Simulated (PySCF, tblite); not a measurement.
# C₅H₄F₂: dynamics, then NMR shifts and electronic excitations on frames

Aim: move C₅H₄F₂ (`C#CC(=C)C(F)F`) away from its starting geometry and see how NMR shifts and electronic excitations follow the geometry.

Computed with tblite 0.8.0 and PySCF 2.14.0, with density-fitted response routines of our own, on a single molecule in the gas phase. Atoms count from 0, in the outputs and in this text.

## (1) Starting geometry

11 atoms, charge 0, multiplicity 1; geometry from: GFN2-xTB.

Bonds of the start (Å): C0–C1 1.20, C1–C2 1.42, C2–C3 1.33, C2–C4 1.51, C4–F5 1.35, C4–F6 1.36, C0–H7 1.05, C3–H8 1.08, C3–H9 1.08, C4–H10 1.10.

## (2) Thermal motion with GFN2-xTB

Job settings and geometry (Å):

```
{"job": {"kind": "md", "xc": "GFN2-xTB", "basis": "xTB", "temperature": 300, "steps": 2000, "every": 50, "frames": 5}, "charge": 0, "multiplicity": 1}
C      2.034249    -1.399791     0.021962
C      1.124240    -0.621180    -0.056794
C      0.029107     0.271551    -0.145117
C      0.164809     1.589035    -0.262277
C     -1.324306    -0.400383    -0.071296
F     -2.325190     0.438298    -0.425912
F     -1.596996    -0.793367     1.201729
H      2.841262    -2.066414     0.092474
H      1.137748     2.045735    -0.307002
H     -0.693683     2.234989    -0.321361
H     -1.385815    -1.295803    -0.712448
```

Method: GFN2-xTB Langevin dynamics, gas phase.

Launch:

```console
$ OMP_NUM_THREADS=1 python probes_run.py task.json out
```

One launch serves the whole session: the jobs run in the order shown.

Log:

```text
t/fs     T/K      E/eV
    0.0   263.2   -601.54021
   25.0   152.2   -601.25462
   50.0   282.5   -601.23342
   75.0   223.4   -601.24762
  100.0   195.4   -601.30220
  125.0   208.2   -601.30572
  150.0   278.2   -601.32526
  175.0   262.8   -601.18652
  200.0   172.9   -601.09263
  225.0   272.0   -601.30298
  250.0   294.1   -601.21145
  275.0   316.0   -601.29799
  300.0   328.2   -601.22383
  325.0   242.3   -601.07090
  350.0   470.9   -601.28613
  375.0   348.6   -600.98226
  400.0   570.9   -601.23957
  425.0   428.2   -600.96376
  450.0   545.5   -601.21857
  475.0   482.2   -601.04094
  500.0   420.7   -601.04156
  525.0   471.7   -601.16357
  550.0   365.8   -601.14065
  575.0   418.4   -601.31601
  600.0   216.5   -601.08396
  625.0   338.1   -601.26680
  650.0   323.9   -601.11021
  675.0   392.2   -601.14626
  700.0   274.2   -601.05221
  725.0   220.4   -601.17217
  750.0   331.4   -601.15171
  775.0   430.4   -601.25881
  800.0   365.2   -601.11583
  825.0   388.2   -601.15661
  850.0   401.1   -601.20237
  875.0   298.2   -600.92451
  900.0   377.0   -601.27959
  925.0   245.2   -601.09184
  950.0   415.5   -601.22691
  975.0   280.9   -601.16947
 1000.0   348.4   -601.20225
```

Run time: 18 s. Hardware: 1 thread of Intel Xeon at 2.50GHz, shared host; peak memory 0.18 GiB.

Distance from the start (root mean square after alignment): 0 fs 0.00 Å, 200 fs 0.10 Å, 400 fs 0.40 Å, 600 fs 0.55 Å, 800 fs 0.14 Å, 1000 fs 0.20 Å.

Positions (Å) and forces (eV/Å) at 1000 fs:

```xyz
11

C     1.609   -2.332    0.776   -0.063   -0.299   -0.414
C     0.670   -1.724    0.304    1.328   -0.629    0.415
C    -0.204   -0.856   -0.365   -1.496    0.659    0.448
C    -0.069   -0.505   -1.649   -0.881   -0.081    1.363
C    -1.450   -0.308    0.417    0.587    1.209   -0.982
F    -2.282    0.265   -0.523   -0.098   -0.680    0.550
F    -1.178    0.773    1.220    0.367   -0.648   -0.018
H     2.421   -2.996    1.049   -0.983    0.771   -0.021
H     0.599   -0.993   -2.268    1.417   -0.561   -0.887
H    -0.742    0.175   -2.108   -0.330    0.350   -0.193
H    -2.012   -1.025    1.032    0.152   -0.091   -0.261
```

## (3) NMR shieldings: 250 fs, PBE0/pcSseg-1

Job settings and geometry (Å):

```
{"job": {"kind": "nmr", "xc": "PBE0", "basis": "pcSseg-1", "pop": false}, "charge": 0, "multiplicity": 1}
C      1.592400    -1.999200    -0.222100
C      0.785800    -1.084800    -0.173500
C     -0.201500    -0.090500     0.000300
C      0.084400     1.178400     0.049200
C     -1.604800    -0.787100     0.087000
F     -2.532900     0.130400    -0.149400
F     -1.811800    -1.198400     1.378100
H      2.249200    -2.802300    -0.460500
H      1.096000     1.663200    -0.004100
H     -0.777200     1.825800     0.195700
H     -1.815600    -1.679600    -0.526500
```

Method: GIAO PBE0/pcSseg-1 NMR shielding, non-relativistic, gas phase.

Log:

```text
coarse grid: 10088 points
cycle   1  E = -391.9008527948  dE =  1.012e+00  |g| = 7.284e-01  |ddm| = 3.172e+00
cycle   2  E = -391.8238630679  dE =  7.699e-02  |g| = 1.034e+00  |ddm| = 1.209e+00
cycle   3  E = -391.9941296020  dE = -1.703e-01  |g| = 1.006e-01  |ddm| = 7.052e-01
cycle   4  E = -391.9954585004  dE = -1.329e-03  |g| = 6.919e-02  |ddm| = 1.462e-01
cycle   5  E = -391.9965236369  dE = -1.065e-03  |g| = 2.219e-02  |ddm| = 5.743e-02
cycle   6  E = -391.9966356156  dE = -1.120e-04  |g| = 5.524e-03  |ddm| = 1.962e-02
cycle   7  E = -391.9966429004  dE = -7.285e-06  |g| = 1.821e-03  |ddm| = 5.222e-03
final grid: 100736 points
cycle   8  E = -392.0526354098  dE = -3.193e-05  |g| = 6.054e-03  |ddm| = 4.539e-02
cycle   9  E = -392.0526289801  dE =  6.430e-06  |g| = 8.439e-03  |ddm| = 1.280e-02
cycle  10  E = -392.0526438482  dE = -1.487e-05  |g| = 1.214e-03  |ddm| = 6.976e-03
cycle  11  E = -392.0526441516  dE = -3.034e-07  |g| = 3.525e-04  |ddm| = 1.057e-03
cycle  12  E = -392.0526441717  dE = -2.006e-08  |g| = 1.977e-04  |ddm| = 3.611e-04
cycle  13  E = -392.0526441803  dE = -8.647e-09  |g| = 5.602e-05  |ddm| = 1.649e-04
cycle  14  E = -392.0526441811  dE = -7.517e-10  |g| = 1.262e-05  |ddm| = 4.991e-05
converged SCF energy = -392.0526441811

GIAO shielding tensors (ppm)
atom      isotropic    diamagn.    paramagn.     s11        s22        s33       span
  0 C       94.596     260.524    -165.928     34.270     44.365    205.154    170.884
  1 C       97.440     256.364    -158.925     -5.292     -1.459    299.070    304.362
  2 C       57.016     258.739    -201.723    -42.898     68.136    145.808    188.705
  3 C       57.706     250.898    -193.192    -60.738     62.191    171.664    232.402
  4 C       65.345     236.153    -170.808     49.525     71.005     75.505     25.981
  5 F      316.532     470.707    -154.174    227.676    329.042    392.878    165.202
  6 F      287.342     470.889    -183.548    180.422    325.108    356.496    176.074
  7 H       28.332      32.276      -3.944     24.301     24.718     35.977     11.676
  8 H       24.371      28.022      -3.651     21.880     23.589     27.643      5.763
  9 H       25.569      29.232      -3.663     22.483     23.912     30.313      7.831
 10 H       24.889      26.547      -1.658     22.324     24.328     28.016      5.692
```

It took 26 s on 1 thread of Intel Xeon at 2.50GHz, shared host; peak memory 0.65 GiB.

Shifts follow as δ = σ(reference) − σ, with reference shieldings (ppm) from runs at the same level and on the same kind of geometry: 1H TMS 31.72, 13C TMS 186.9, 19F CFCl3 170.9. The references are single molecules in the gas phase, so shifts against H2O, NH3, PH3, H3PO4 or CFCl3 are not on the usual liquid scales and can be off by tens of ppm. Each atom is listed at this fixed geometry, with no averaging over motion; a spectrum would average atoms that exchange fast.

```tsv
atoms	environment	σ (ppm)	δ (ppm)
C2	fully substituted alkene carbon	57.0	129.9
C3	terminal =CH2 carbon	57.7	129.2
C4	allylic sp3 CH bonded to 2 F	65.3	121.6
C0	terminal alkyne carbon	94.6	92.3
C1	alkyne carbon	97.4	89.5
H8	hydrogen on a terminal =CH2 carbon	24.37	7.35
H10	hydrogen on an allylic sp3 CH bonded to 2 F	24.89	6.83
H9	hydrogen on a terminal =CH2 carbon	25.57	6.15
H7	hydrogen on a terminal alkyne carbon	28.33	3.39
F6	fluorine of a CF2 group	287.3	-116.4
F5	fluorine of a CF2 group	316.5	-145.6
```

## (4) TDDFT and polarisability: 250 fs, PBE0/def2-SVPD

Same as in step 3 but for these lines:

```diff
@@ -1,2 +1,2 @@
-{"job": {"kind": "nmr", "xc": "PBE0", "basis": "pcSseg-1", "pop": false}, "charge": 0, "multiplicity": 1}
+{"job": {"kind": "uv", "xc": "PBE0", "basis": "def2-SVPD", "nstates": 5, "ntriplets": 0}, "charge": 0, "multiplicity": 1}
 C      1.592400    -1.999200    -0.222100
```

With the program's defaults for keys left out, this is: TDDFT PBE0/def2-SVPD, vertical, gas phase, core orbitals frozen in the response.

Log:

```text
coarse grid: 10088 points
cycle   1  E = -391.6733504188  dE =  9.559e-01  |g| = 6.767e-01  |ddm| = 8.399e+00
cycle   2  E = -391.6020329632  dE =  7.132e-02  |g| = 9.582e-01  |ddm| = 2.495e+00
cycle   3  E = -391.7593236025  dE = -1.573e-01  |g| = 9.856e-02  |ddm| = 1.341e+00
cycle   4  E = -391.7607203237  dE = -1.397e-03  |g| = 6.313e-02  |ddm| = 2.632e-01
cycle   5  E = -391.7616070723  dE = -8.867e-04  |g| = 2.180e-02  |ddm| = 1.106e-01
cycle   6  E = -391.7617196048  dE = -1.125e-04  |g| = 5.206e-03  |ddm| = 3.974e-02
cycle   7  E = -391.7617262377  dE = -6.633e-06  |g| = 1.697e-03  |ddm| = 1.052e-02
final grid: 100736 points
cycle   8  E = -391.8180833201  dE = -2.837e-05  |g| = 6.075e-03  |ddm| = 1.139e-01
cycle   9  E = -391.8180763276  dE =  6.993e-06  |g| = 8.584e-03  |ddm| = 2.381e-02
cycle  10  E = -391.8180918338  dE = -1.551e-05  |g| = 1.145e-03  |ddm| = 1.204e-02
cycle  11  E = -391.8180921207  dE = -2.869e-07  |g| = 3.286e-04  |ddm| = 2.344e-03
cycle  12  E = -391.8180921392  dE = -1.851e-08  |g| = 1.766e-04  |ddm| = 6.999e-04
cycle  13  E = -391.8180921465  dE = -7.284e-09  |g| = 4.878e-05  |ddm| = 2.957e-04
cycle  14  E = -391.8180921471  dE = -5.784e-10  |g| = 1.367e-05  |ddm| = 8.346e-05
converged SCF energy = -391.8180921471

Static polarisability (au): isotropic 62.465, principal 42.613 58.598 86.182

Singlet excitations
state   eV       nm        f      main configurations
  1   5.1744    239.6   0.00007   H-1->L 0.97
  2   5.5771    222.3   0.21471   H->L 0.85
  3   6.2997    196.8   0.00040   H->L+1 0.72, H->L+2 0.23
  4   7.1483    173.4   0.01100   H->L+2 0.61, H->L+1 0.19, H-2->L 0.09
  5   7.1986    172.2   0.00044   H-2->L 0.55, H-3->L 0.26, H->L+2 0.10
```

Run time: 39 s. Hardware: 1 thread of Intel Xeon at 2.50GHz, shared host; peak memory 0.76 GiB.

The orbitals next to the gap, with their largest atomic shares:

```tsv
orbital	eV	atoms
HOMO−3	-10.19	C2 24 %, F6 18 %, C1 18 %
HOMO−2	-10.11	C2 18 %, F5 15 %, C4 14 %
HOMO−1	-8.33	C0 42 %, C1 40 %, C2 6 %
HOMO	-7.62	C0 30 %, C1 24 %, C3 22 %
LUMO	-1.44	C3 31 %, C2 22 %, C0 16 %
LUMO+1	0.49	C0 24 %, C1 22 %, C3 11 %
LUMO+2	0.83	C0 30 %, C1 21 %, C4 10 %
```

With each of the 5 states as a Gaussian band of 0.4 eV half-width at 1/e, the curve within the window shown has maxima at 222 nm (ε 8,700), 173 nm (ε 460) L/(mol cm). Beyond the last state computed it falls off for lack of states. The curve at chosen wavelengths:

| nm | ε (L/mol/cm) |
| --- | --- |
| 165 | 217 |
| 169 | 385 |
| 173 | 463 |
| 178 | 363 |
| 182 | 219 |
| 186 | 113 |
| 190 | 85 |
| 194 | 182 |
| 199 | 676 |
| 203 | 1615 |
| 207 | 3166 |
| 211 | 5156 |
| 215 | 7096 |
| 220 | 8562 |
| 224 | 8558 |
| 228 | 7592 |
| 232 | 6052 |
| 236 | 4383 |
| 241 | 2597 |
| 245 | 1570 |
| 249 | 887 |
| 253 | 472 |
| 257 | 238 |
| 262 | 95 |
| 266 | 43 |
| 270 | 19 |

Ground-state properties from the same run:

```tsv
property	computed
dipole moment (D)	1.88
polarisability (Å³)	9.26
HOMO–LUMO gap (eV)	6.18
−ε(HOMO) (eV)	7.62
```

## (5) Nuclear shieldings: 425 fs, PBE0/pcSseg-1

Job settings and geometry (Å):

```
{"job": {"kind": "nmr", "xc": "PBE0", "basis": "pcSseg-1", "pop": false}, "charge": 0, "multiplicity": 1}
C      1.867400    -2.317100    -0.363200
C      0.954700    -1.520100    -0.312800
C     -0.016600    -0.644000     0.143400
C      0.321400     0.694200     0.133500
C     -1.304900    -1.214000     0.660000
F     -2.311600    -0.626400     0.071900
F     -1.661100    -0.894800     2.005500
H      2.612500    -3.022700    -0.559400
H      1.129300     1.139000    -0.435900
H     -0.440000     1.312500     0.621500
H     -1.322200    -2.351000     0.651300
```

With the program's defaults for keys left out, this is: GIAO PBE0/pcSseg-1 NMR shielding, non-relativistic, gas phase.

Log:

```text
coarse grid: 10088 points
cycle   1  E = -391.8819020307  dE =  1.007e+00  |g| = 7.423e-01  |ddm| = 3.099e+00
cycle   2  E = -391.7803003014  dE =  1.016e-01  |g| = 1.114e+00  |ddm| = 1.430e+00
cycle   3  E = -391.9780966631  dE = -1.978e-01  |g| = 1.179e-01  |ddm| = 9.147e-01
cycle   4  E = -391.9800572665  dE = -1.961e-03  |g| = 7.596e-02  |ddm| = 1.701e-01
cycle   5  E = -391.9813201655  dE = -1.263e-03  |g| = 2.310e-02  |ddm| = 6.479e-02
cycle   6  E = -391.9814326467  dE = -1.125e-04  |g| = 6.975e-03  |ddm| = 2.152e-02
cycle   7  E = -391.9814433166  dE = -1.067e-05  |g| = 2.201e-03  |ddm| = 6.376e-03
cycle   8  E = -391.9814445115  dE = -1.195e-06  |g| = 6.252e-04  |ddm| = 2.080e-03
final grid: 100736 points
cycle   9  E = -392.0374624733  dE = -3.378e-05  |g| = 6.058e-03  |ddm| = 2.991e-02
cycle  10  E = -392.0374569912  dE =  5.482e-06  |g| = 8.379e-03  |ddm| = 1.276e-02
cycle  11  E = -392.0374703858  dE = -1.339e-05  |g| = 1.656e-03  |ddm| = 7.250e-03
cycle  12  E = -392.0374709488  dE = -5.631e-07  |g| = 6.411e-04  |ddm| = 1.571e-03
cycle  13  E = -392.0374710472  dE = -9.839e-08  |g| = 1.466e-04  |ddm| = 5.226e-04
cycle  14  E = -392.0374710515  dE = -4.286e-09  |g| = 4.092e-05  |ddm| = 1.350e-04
cycle  15  E = -392.0374710518  dE = -2.823e-10  |g| = 1.550e-05  |ddm| = 3.948e-05
converged SCF energy = -392.0374710518

GIAO shielding tensors (ppm)
atom      isotropic    diamagn.    paramagn.     s11        s22        s33       span
  0 C       87.262     259.284    -172.022     31.022     47.833    182.930    151.907
  1 C       98.638     256.612    -157.974     -5.651     -0.667    302.231    307.882
  2 C       45.006     259.702    -214.696    -79.789     64.011    150.796    230.585
  3 C       32.391     252.491    -220.100   -114.650     44.167    167.656    282.306
  4 C       63.622     231.767    -168.145     50.638     58.564     81.663     31.025
  5 F      281.490     472.405    -190.915    208.541    277.125    358.805    150.265
  6 F      255.057     472.728    -217.671     98.509    299.807    366.855    268.346
  7 H       28.541      32.215      -3.674     25.014     25.478     35.132     10.117
  8 H       23.892      29.747      -5.855     18.796     24.685     28.195      9.398
  9 H       24.434      29.751      -5.317     19.016     23.857     30.427     11.411
 10 H       24.337      24.921      -0.584     21.502     23.911     27.599      6.097
```

It took 28 s on 1 thread of Intel Xeon at 2.50GHz, shared host; peak memory 0.72 GiB.

In short: δ C3 154.5, C2 141.9, C4 123.3, C0 99.7, H8 7.82, H10 7.38 ppm.

## (6) TDDFT and polarisability: 425 fs, PBE0/def2-SVPD

Same as in step 5 but for these lines:

```diff
@@ -1,2 +1,2 @@
-{"job": {"kind": "nmr", "xc": "PBE0", "basis": "pcSseg-1", "pop": false}, "charge": 0, "multiplicity": 1}
+{"job": {"kind": "uv", "xc": "PBE0", "basis": "def2-SVPD", "nstates": 5, "ntriplets": 0}, "charge": 0, "multiplicity": 1}
 C      1.867400    -2.317100    -0.363200
```

With the program's defaults for keys left out, this is: TDDFT PBE0/def2-SVPD, vertical, gas phase, core orbitals frozen in the response.

Log:

```text
coarse grid: 10088 points
cycle   1  E = -391.6546425487  dE =  9.501e-01  |g| = 6.885e-01  |ddm| = 6.857e+00
cycle   2  E = -391.5591597948  dE =  9.548e-02  |g| = 1.037e+00  |ddm| = 2.671e+00
cycle   3  E = -391.7431231137  dE = -1.840e-01  |g| = 1.158e-01  |ddm| = 1.400e+00
cycle   4  E = -391.7451809899  dE = -2.058e-03  |g| = 6.916e-02  |ddm| = 3.213e-01
cycle   5  E = -391.7462253855  dE = -1.044e-03  |g| = 2.277e-02  |ddm| = 1.318e-01
cycle   6  E = -391.7463411634  dE = -1.158e-04  |g| = 6.548e-03  |ddm| = 4.743e-02
cycle   7  E = -391.7463508556  dE = -9.692e-06  |g| = 2.076e-03  |ddm| = 1.153e-02
final grid: 100736 points
cycle   8  E = -391.8030855655  dE = -2.495e-05  |g| = 6.558e-03  |ddm| = 1.030e-01
cycle   9  E = -391.8030715122  dE =  1.405e-05  |g| = 1.041e-02  |ddm| = 2.938e-02
cycle  10  E = -391.8030954340  dE = -2.392e-05  |g| = 1.399e-03  |ddm| = 1.496e-02
cycle  11  E = -391.8030959248  dE = -4.908e-07  |g| = 3.837e-04  |ddm| = 2.594e-03
cycle  12  E = -391.8030959593  dE = -3.458e-08  |g| = 1.278e-04  |ddm| = 7.872e-04
cycle  13  E = -391.8030959625  dE = -3.127e-09  |g| = 5.033e-05  |ddm| = 2.689e-04
cycle  14  E = -391.8030959630  dE = -5.178e-10  |g| = 2.116e-05  |ddm| = 1.109e-04
converged SCF energy = -391.8030959630

Static polarisability (au): isotropic 63.317, principal 43.740 59.317 86.893

Singlet excitations
state   eV       nm        f      main configurations
  1   4.7973    258.4   0.01802   H-1->L 0.82, H->L 0.15
  2   5.0685    244.6   0.19440   H->L 0.76, H-1->L 0.16
  3   6.0812    203.9   0.00091   H->L+1 0.72, H->L+2 0.24
  4   6.7439    183.8   0.00679   H->L+2 0.66, H->L+1 0.21
  5   6.7977    182.4   0.00070   H-3->L 0.70, H-2->L 0.24
```

Wall time 40 s (1 thread of Intel Xeon at 2.50GHz, shared host); peak memory 0.76 GiB.

In short: HOMO -7.47 eV, LUMO -2.03 eV; lowest singlet 4.80 eV.

## (7) Shielding tensors: 625 fs, PBE0/pcSseg-1

Job settings and geometry (Å):

```
{"job": {"kind": "nmr", "xc": "PBE0", "basis": "pcSseg-1", "pop": false}, "charge": 0, "multiplicity": 1}
C      2.116600    -2.505800     0.016700
C      1.294300    -1.619100     0.016000
C      0.250200    -0.701800     0.255400
C      0.048500     0.400400    -0.462900
C     -0.794800    -1.192900     1.202700
F     -1.946400    -1.519400     0.580700
F     -1.134800    -0.282700     2.172500
H      2.754100    -3.383200    -0.002100
H      0.774600     0.511900    -1.274000
H     -0.670300     1.156600    -0.222500
H     -0.540200    -2.135900     1.759100
```

Level: GIAO PBE0/pcSseg-1 NMR shielding, non-relativistic, gas phase.

Log:

```text
coarse grid: 10088 points
cycle   1  E = -391.9070201763  dE =  1.023e+00  |g| = 7.148e-01  |ddm| = 3.160e+00
cycle   2  E = -391.8344311850  dE =  7.259e-02  |g| = 1.014e+00  |ddm| = 1.243e+00
cycle   3  E = -391.9956049244  dE = -1.612e-01  |g| = 9.575e-02  |ddm| = 7.628e-01
cycle   4  E = -391.9968512605  dE = -1.246e-03  |g| = 6.417e-02  |ddm| = 1.403e-01
cycle   5  E = -391.9977733733  dE = -9.221e-04  |g| = 2.047e-02  |ddm| = 5.571e-02
cycle   6  E = -391.9978649696  dE = -9.160e-05  |g| = 5.651e-03  |ddm| = 1.877e-02
cycle   7  E = -391.9978727794  dE = -7.810e-06  |g| = 2.049e-03  |ddm| = 5.661e-03
final grid: 100736 points
cycle   8  E = -392.0536455835  dE = -3.059e-05  |g| = 6.413e-03  |ddm| = 4.173e-02
cycle   9  E = -392.0536361971  dE =  9.386e-06  |g| = 9.443e-03  |ddm| = 1.451e-02
cycle  10  E = -392.0536549953  dE = -1.880e-05  |g| = 1.248e-03  |ddm| = 8.001e-03
cycle  11  E = -392.0536553588  dE = -3.635e-07  |g| = 3.670e-04  |ddm| = 1.147e-03
cycle  12  E = -392.0536553887  dE = -2.990e-08  |g| = 1.602e-04  |ddm| = 4.156e-04
cycle  13  E = -392.0536553934  dE = -4.697e-09  |g| = 6.386e-05  |ddm| = 1.356e-04
cycle  14  E = -392.0536553943  dE = -9.557e-10  |g| = 1.328e-05  |ddm| = 5.317e-05
converged SCF energy = -392.0536553943

GIAO shielding tensors (ppm)
atom      isotropic    diamagn.    paramagn.     s11        s22        s33       span
  0 C       90.759     258.964    -168.205     30.902     39.860    201.516    170.614
  1 C       98.174     253.006    -154.832     -2.439      1.137    295.824    298.264
  2 C       50.502     257.780    -207.278    -71.121     75.539    147.089    218.210
  3 C       45.502     252.104    -206.602    -88.919     54.440    170.985    259.904
  4 C       65.787     230.286    -164.499     53.391     67.516     76.453     23.062
  5 F      273.784     473.753    -199.968    188.993    295.762    336.598    147.604
  6 F      298.162     473.002    -174.840    187.591    345.377    361.518    173.927
  7 H       27.542      31.377      -3.835     23.846     23.943     34.839     10.994
  8 H       24.864      29.069      -4.205     20.640     23.841     30.112      9.472
  9 H       24.730      29.965      -5.235     19.991     24.814     29.386      9.395
 10 H       24.761      26.161      -1.400     22.551     23.517     28.216      5.665
```

Run time: 28 s. Hardware: 1 thread of Intel Xeon at 2.50GHz, shared host; peak memory 0.72 GiB.

In short: δ C3 141.4, C2 136.4, C4 121.1, C0 96.2, H9 6.99, H10 6.96 ppm.

## (8) Excited states and response: 625 fs, PBE0/def2-SVPD

Same as in step 7 but for these lines:

```diff
@@ -1,2 +1,2 @@
-{"job": {"kind": "nmr", "xc": "PBE0", "basis": "pcSseg-1", "pop": false}, "charge": 0, "multiplicity": 1}
+{"job": {"kind": "uv", "xc": "PBE0", "basis": "def2-SVPD", "nstates": 5, "ntriplets": 0}, "charge": 0, "multiplicity": 1}
 C      2.116600    -2.505800     0.016700
```

Method: TDDFT PBE0/def2-SVPD, vertical, gas phase, core orbitals frozen in the response.

Log:

```text
coarse grid: 10088 points
cycle   1  E = -391.6800017183  dE =  9.662e-01  |g| = 6.617e-01  |ddm| = 8.863e+00
cycle   2  E = -391.6131896914  dE =  6.681e-02  |g| = 9.358e-01  |ddm| = 2.270e+00
cycle   3  E = -391.7611845305  dE = -1.480e-01  |g| = 9.375e-02  |ddm| = 1.117e+00
cycle   4  E = -391.7624831007  dE = -1.299e-03  |g| = 5.816e-02  |ddm| = 2.343e-01
cycle   5  E = -391.7632418110  dE = -7.587e-04  |g| = 2.005e-02  |ddm| = 1.032e-01
cycle   6  E = -391.7633335024  dE = -9.169e-05  |g| = 5.227e-03  |ddm| = 3.806e-02
cycle   7  E = -391.7633403145  dE = -6.812e-06  |g| = 1.980e-03  |ddm| = 1.150e-02
final grid: 100736 points
cycle   8  E = -391.8193875474  dE = -2.462e-05  |g| = 6.449e-03  |ddm| = 1.203e-01
cycle   9  E = -391.8193772955  dE =  1.025e-05  |g| = 9.583e-03  |ddm| = 2.717e-02
cycle  10  E = -391.8193971957  dE = -1.990e-05  |g| = 1.210e-03  |ddm| = 1.338e-02
cycle  11  E = -391.8193975602  dE = -3.644e-07  |g| = 3.187e-04  |ddm| = 2.394e-03
cycle  12  E = -391.8193975834  dE = -2.322e-08  |g| = 1.311e-04  |ddm| = 6.741e-04
cycle  13  E = -391.8193975866  dE = -3.265e-09  |g| = 5.603e-05  |ddm| = 2.316e-04
cycle  14  E = -391.8193975874  dE = -7.385e-10  |g| = 1.380e-05  |ddm| = 9.819e-05
converged SCF energy = -391.8193975874

Static polarisability (au): isotropic 62.202, principal 43.047 56.021 87.538

Singlet excitations
state   eV       nm        f      main configurations
  1   5.1728    239.7   0.00032   H-1->L 0.97
  2   5.4357    228.1   0.23525   H->L 0.87
  3   6.0515    204.9   0.00021   H->L+1 0.90
  4   6.6717    185.8   0.00046   H-2->L 0.96
  5   7.2882    170.1   0.01936   H->L+2 0.77
```

Wall time 38 s (1 thread of Intel Xeon at 2.50GHz, shared host); peak memory 0.76 GiB.

In short: HOMO -7.69 eV, LUMO -1.77 eV; lowest singlet 5.17 eV.

[end of part 1 of 2]
